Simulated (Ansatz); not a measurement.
**CF3NSn: a ladder of functionals and wavefunction methods**

An exercise on one series of results from a longer session: the logs are not shown, and one member is left open.

Computed with Ansatz 0.2.0, Gaussian basis. Level: functionals in def2-TZVPP, the program's frozen cores in correlated methods.

Levels to be run: LDA (SPW92), PBE-D4, revPBE-D4, BLYP-D4, r2SCAN-D4, B97M-V, PBE0-D4, B3LYP-D4, r2SCANh-D4, r2SCAN0-D4, HSE06-D4, BHLYP-D4, CAM-B3LYP-D4, LC-ωPBE, ωB97X-V, ωB97M-V, B2PLYP, PBE-QIDH; CCSD(T)/def2-SVP; CCSD(T)/def2-TZVPP; MP2/def2-QZVPP; extrapolation to the limit; RPA on PBE.

1 further run of the same task is left out (for a known fault of the program).

## The relaxed structure

All runs share one geometry, relaxed beforehand with PBE0-D4 in a triple-zeta def2 set. Sn takes the def2 core potential; no spin-orbit term is included.

SMILES `N#[C][Sn]([F])([F])[F]`, 6 atoms, charge 0, spin multiplicity 1.

Atoms are counted from 1 here; the program's logs count them from 0.

Bond lengths: N1–C2 1.151 Å, C2–Sn3 2.067 Å, Sn3–F4 1.879 Å, Sn3–F5 1.879 Å, Sn3–F6 1.879 Å. Angles: N1–C2–Sn3 179.8°, C2–Sn3–F4 111.3°, C2–Sn3–F5 111.3°, C2–Sn3–F6 111.3°, F4–Sn3–F5 107.6°, F4–Sn3–F6 107.6°, F5–Sn3–F6 107.6°.

Geometry (Å):

| atom | x (Å) | y (Å) | z (Å) |
| --- | --- | --- | --- |
| N1 | 1.7562 | -1.6389 | 1.2007 |
| C2 | 1.0031 | -0.9389 | 0.6843 |
| Sn3 | -0.3457 | 0.3175 | -0.2512 |
| F4 | -1.7635 | -0.6502 | -1.0143 |
| F5 | 0.4771 | 1.2982 | -1.6261 |
| F6 | -1.0852 | 1.5483 | 0.9602 |

The first run:

in.yaml reads:

```yaml
crystal:
  periodic: [false, false, false]
  atoms:
    - {symbol: N, position_ang: [1.756244, -1.638914, 1.200683]}
    - {symbol: C, position_ang: [1.003150, -0.938906, 0.684319]}
    - {symbol: Sn, position_ang: [-0.345665, 0.317542, -0.251151]}
    - {symbol: F, position_ang: [-1.763534, -0.650167, -1.014296]}
    - {symbol: F, position_ang: [0.477103, 1.298219, -1.626102]}
    - {symbol: F, position_ang: [-1.085198, 1.548326, 0.960249]}
basis:
  gaussian: {orbitals: def2-TZVPP}
hamiltonian: {xc: lda}
output: {orbitals: {seedname: orbitals}}
```

Started as:

```sh
> ansatz run in.yaml --threads 4 --pin off --events-out ev --progress --plain --max-ram 10444MiB
```

Among the steps run: LDA; PBE-D4 (GGA); revPBE-D4 (GGA); BLYP-D4 (GGA); r2SCAN-D4 (meta-GGA); B97M-V (meta-GGA); B3LYP-D4 (hybrid); r2SCANh-D4 (hybrid); r2SCAN0-D4 (hybrid); HSE06-D4 (hybrid); BHLYP-D4 (hybrid); CAM-B3LYP-D4 (range-separated); LC-ωPBE (range-separated); ωB97X-V (range-separated); ωB97M-V (range-separated); B2PLYP (double hybrid); PBE-QIDH (double hybrid).

One table of the session follows, with a row left open; its other results are not shown here.

It belongs to the step «Frontier levels by functional». 

```
  functional  HOMO (eV)  LUMO (eV)  gap (eV)
 LDA (SPW92)      -9.80      -4.52      5.28
      PBE-D4      -9.61      -4.09      5.52
   revPBE-D4      -9.53      -3.93      5.60
     BLYP-D4      -9.53      -4.10      5.43
   r2SCAN-D4     -10.10      -3.86      6.23
      B97M-V     -10.13      -3.84      6.29
     PBE0-D4     -11.32      -3.08      8.25
    B3LYP-D4     -11.04      -3.48      7.56
  r2SCANh-D4     -10.76      -3.50      7.26
  r2SCAN0-D4     -11.55      -2.94      8.61
    HSE06-D4     -10.91      -3.45      7.45
    BHLYP-D4     -12.57      -2.08     10.48
CAM-B3LYP-D4          ?          ?         ?
     LC-ωPBE     -14.29      -0.62     13.67
     ωB97X-V     -13.80      -0.76     13.04
     ωB97M-V     -13.68      -0.90     12.78
```

Estimate the missing values for CAM-B3LYP-D4.

**Answer.** HOMO (eV): -12.78; LUMO (eV): -2.08; gap (eV): 10.70. In the column «HOMO (eV)» it lies between ωB97M-V (-13.68) and BHLYP-D4 (-12.57).
